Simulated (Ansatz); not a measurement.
## GaGe3 under changes of volume

One of the cells (19.430 Å³/atom); the others are scaled copies at fixed shape and fractional positions:

```
CELL_PARAMETERS angstrom
0.00000 3.38717 3.38717
3.38717 0.00000 3.38717
3.38717 3.38717 0.00000
ATOMIC_POSITIONS crystal
Ge 0.50000 0.50000 0.50000
Ge 0.75000 0.75000 0.75000
Ge 0.25000 0.25000 0.25000
Ga 0.00000 0.00000 0.00000
```

The cell comes from a database or a generator and needn't be the stable form of this composition.

| Property | Result |
| --- | --- |
| Program | Ansatz 0.2.0 |
| Functional | PBE |
| Potentials or basis | Ansatz PAW |
| Cutoff | 420 eV (not typed: the program's choice for these potentials) |
| k mesh | 7 × 7 × 7 |
| Occupations | fermi-dirac, width 0.05 eV |
| Spin | no spin polarisation |

```tsv
volume (Å³/atom)	energy over the lowest point (meV/atom)	pressure (GPa)
18.264	11.03	3.8
18.653	?	?
19.042	0.19	0.8
19.430	0.00	-0.5
19.819	2.74	-1.6
20.208	8.08	-2.7
20.596	15.76	-3.6
```

Question: What does the run at 18.653 Å³/atom give?

Answer: Energy over the lowest point 3.72 meV/atom; pressure 2.2 GPa.

Worked out: A Birch-Murnaghan fit of order 3 (a polynomial in V^(-2/3)) to the other rows has its minimum at 19.26 Å³/atom with B0 = V·E''(V) = 63 GPa and B' = 5.0. It gives 3.73 meV/atom at 18.653 Å³/atom, against the run's 3.72, and -dE/dV = 2.2 GPa, against 2.2.

Energies are extrapolated to zero smearing.
